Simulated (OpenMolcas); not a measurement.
**Al, step by step**

Aim: a series of 9 runs (ROHF/6-31G*, CASSCF(3,4)/6-31G*, CASPT2(3,4)/6-31G*, CASPT2[IPEA 0](3,4)/6-31G*, SC-NEVPT2(3,4)/6-31G*, PC-NEVPT2(3,4)/6-31G*, MC-PDFT[tPBE](3,4)/6-31G*, MC-PDFT[ftPBE](3,4)/6-31G*, and more) of Al. 

The calculation is run with OpenMolcas 26.06.

88 further runs of the same task are left out: 88 set aside as unsound or not needed.

## Step 1: A single-point energy at ROHF/6-31G(d) (spherical functions) (run 1)

step1.inp

```
&gateway
baslib = $CurrDir
coord
1
angstrom
Al       0.000000       0.000000       0.000000
basis = 6-31Gs
group = NoSym
&seward
&scf
uhf
spin = 2
prorbitals = 1
&rasscf
fileorb = $Project.UnaOrb
spin = 2
nactel = 1 0 0
inactive = 6
ras2 = 1
outorbitals = Canonical
orblisting = Few
```

The basis set 6-31G* is read from a file made from the Basis Set Exchange's data (not shown).

Command:

```bash
$ export MOLCAS_MEM=1860
$ pymolcas step1.inp > step1.log
```

Log:

```text
--- Start Module: gateway ---
[...]
--- Stop Module: gateway /rc=_RC_ALL_IS_WELL_ ---
[...]
      Basis functions           18
[...]
--- Start Module: scf ---
[...]
       Convergence after   8 Iterations
[...]
::    Total SCF energy                               -241.8563505594
[...]
      Total spin, S                                     0.5033938122
[...]
--- Stop Module: scf /rc=_RC_ALL_IS_WELL_ ---
--- Start Module: rasscf ---
[...]
      Number of active orbitals                  1
[...]
      Spin quantum number                      0.5
[...]
      Active orbitals                            1
[...]
      Number of CSFs                             1
[...]
      Number of root(s) required                 1
[...]
      Convergence after  8 iterations
[...]
      printout of CI-coefficients larger than  0.05 for root  1
      energy=    -241.854170
      conf/sym  1     Coeff  Weight
             1  u   1.00000 1.00000
      Natural orbitals and occupation numbers for root  1
      sym 1:   1.000000
      ************************************************************************************************************************
      *                                                    Final results                                                     *
[...]
::    RASSCF root number  1 Total energy:   -241.85417044
[...]
      Total electronic charge=   13.000000
      Total            charge=   -0.000000
[...]
      Dipole Moment (debye):
      Origin of the operator (angstrom)=    0.0000    0.0000    0.0000
                   X=  4.5549E-17               Y= -3.1904E-16               Z=  1.2746E-15           Total=  1.3147E-15
      Quadrupole Moment (debye*angstrom):
[...]
--- Stop Module: rasscf /rc=_RC_ALL_IS_WELL_ ---
[...]
```

Wall time 1.3 s (1 thread of Intel Xeon 6975P-C (Granite Rapids), shared host); peak memory 0.37 GiB.

## Step 2: The Al atom: the energy at CASSCF(3,4)/6-31G(d) (spherical functions) (run 2)

step2.inp

```
&GATEWAY
  BasLib = $CurrDir
  Coord
  1
  angstrom
  Al       0.000000       0.000000       0.000000
  Basis = 6-31Gs
  Group = NoSym

&SEWARD

&RASSCF
  FileOrb = $CurrDir/step1.RasOrb
  Spin = 2
  Nactel = 3 0 0
  Inactive = 5
  Ras2 = 4
  OrbListing = Few
```

The basis set 6-31G* is read from a file made from the Basis Set Exchange's data (not shown).

Run the same way, it converges to -241.87831 Eh (log not shown).

Runs 3 to 4 aren't shown in full; the table further down has their settings and results.

## Step 3: The Al atom: the energy at SC-NEVPT2(3,4)/6-31G(d) (spherical functions) (run 5)

step5.inp

```
* Al NEVPT2
>>> EXPORT MOLCAS_PRINT=2

&GATEWAY
 BasLib=$CurrDir
 Coord
 1
 angstrom
 Al       0.000000       0.000000       0.000000
 Basis=6-31Gs
 Group=NoSym

&SEWARD

&RASSCF
 FileOrb=$CurrDir/step2.RasOrb
 Spin=2
 Nactel=3 0 0
 Inactive=5
 Ras2=4
 OrbListing=Few

&CASPT2
 SC-NEVPT2
 Frozen=5
```

The basis set 6-31G* is read from a file made from the Basis Set Exchange's data (not shown).

Run the same way, it converges to -241.89413 Eh (log not shown).

Runs 6 to 8 aren't shown in full; the table further down has their settings and results.

## Step 4: The Al atom: a single-point energy at MRCI(3,4)/6-31G(d) (spherical functions) (run 9)

step9.input

```
* Al MRCI
&GATEWAY
BasLib=$CurrDir
Coord
1
angstrom
Al       0.000000       0.000000       0.000000
Basis=6-31Gs
Group=NoSym
&SEWARD
&RASSCF
FileOrb=$CurrDir/step2.RasOrb
Spin=2
Nactel=3 0 0
Inactive=5
Ras2=4
OrbListing=Few
&MOTRA
LumOrb
Frozen=5
&GUGA
Electrons=3
Spin=2
Inactive=0
Active=4
CIAll=1
&MRCI
SDCI
```

The basis set 6-31G* is read from a file made from the Basis Set Exchange's data (not shown).

Run the same way, it converges to -241.90053 Eh (log not shown).

## Step 5: The series

```tsv
run	level	active rule	inactive	energy (Eh)	dipole moment (D) of the reference	wall time
1	ROHF/6-31G* (spherical functions)	–	–	-241.854170	0.00	1.3 s
2	CASSCF(3,4)/6-31G* (spherical functions)	full valence	5	-241.878311	0.00	1.1 s
3	CASPT2(3,4)/6-31G* (spherical functions)	full valence	5	-241.892925	0.00	1.1 s
4	CASPT2[IPEA 0](3,4)/6-31G* (spherical functions)	full valence	5	-241.895772	0.00	1.1 s
5	SC-NEVPT2(3,4)/6-31G* (spherical functions)	full valence	5	-241.894134	0.00	1.1 s
6	PC-NEVPT2(3,4)/6-31G* (spherical functions)	full valence	5	-241.894183	0.00	1.1 s
7	MC-PDFT[tPBE](3,4)/6-31G* (spherical functions)	full valence	5	-242.203964	0.00	1.1 s
8	MC-PDFT[ftPBE](3,4)/6-31G* (spherical functions)	full valence	5	-242.261801	0.00	1.1 s
9	MRCI(3,4)/6-31G* (spherical functions)	full valence	5	-241.900532	0.00	1.2 s
```

## Step 6: What came out

| quantity | value |
| --- | --- |
| Al atom, run 9: total energy | -241.90053 Eh |
| Al atom, run 9: dipole moment (CASSCF density) | 0.00 D |

What this shows: Below the ROHF energy at the same shape and in the same basis (6-31G*): CASSCF(3,4) -24.1 mEh; CASPT2(3,4) -38.8 mEh; CASPT2[IPEA 0](3,4) -41.6 mEh; SC-NEVPT2(3,4) -40.0 mEh; PC-NEVPT2(3,4) -40.0 mEh; MRCI(3,4) -46.4 mEh. Active-space methods hold only the correlation inside their space unless a perturbation or CI step follows. All runs together took 10 s, the longest 1.3 s.
